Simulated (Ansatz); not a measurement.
Crystal: InAsF6.

```
In As F
1.0
     3.81934    2.20510    2.61994
    -3.81934    2.20510    2.61994
     0.00000   -4.41019    2.61994
In As F
1 1 6
Direct
  0.00000 0.00000 0.00000
  0.50000 0.50000 0.50000
  0.22434 0.29719 0.58227
  0.70281 0.41773 0.77566
  0.41773 0.77566 0.70281
  0.77566 0.70281 0.41773
  0.58227 0.22434 0.29719
  0.29719 0.58227 0.22434
```

The cell comes from a database or a generator and needn't be the stable form of this composition.

```yaml
Program: Ansatz 0.2.0
Task: single point
Functional: PBE
Potentials_or_basis: Ansatz PAW
Cutoff: "420 eV (not typed: the program's choice for these potentials)"
k_mesh: 5 × 5 × 5
Occupations: fermi-dirac, width 0.05 eV
Spin: no spin polarisation
```

On this cell: pressure -0.6 GPa; largest force 0.223 eV/Å; band gap on the k mesh 3.50 eV, indirect (least direct gap 3.70 eV).

The same run follows on a disturbed copy (atoms moved at random, drawn with an rms of 0.05 Å):

```
In As F
1.0
     3.81934    2.20510    2.61994
    -3.81934    2.20510    2.61994
     0.00000   -4.41019    2.61994
In As F
1 1 6
Direct
  0.00444 0.00084 0.99738
  0.51449 0.49455 0.49853
  0.23584 0.29091 0.58234
  0.69694 0.41614 0.78508
  0.41288 0.76564 0.70326
  0.76846 0.70220 0.40783
  0.58041 0.23361 0.29770
  0.29679 0.58083 0.22584
```

Question: What does the disturbed cell give?

Answer: The energy moves by +24.4 meV/atom; pressure 1.3 GPa; largest force 3.573 eV/Å; band gap on the k mesh 3.68 eV, indirect (least direct gap 3.89 eV).

Forces in eV/Å, atoms in the order of the input:
```
In   0.101  0.078  0.061
As  -3.215 -1.549 -0.162
F    0.012  0.129 -0.047
F    0.320  0.479  0.132
F    0.429  0.320 -0.017
F    0.302  0.316  0.660
F    1.705  0.503 -0.886
F    0.347 -0.276  0.259
```

Stress tensor (GPa, compression positive):
```
 2.09  1.23 -1.40
 1.23  0.08  0.73
-1.40  0.73  1.84
```

Caveats: odd divisions of the mesh miss points on the zone boundary, where band edges often lie, so the gap on the mesh can be too wide; spin-orbit coupling is left out, which moves the levels of the heavy elements.

A k mesh can miss the band edges.
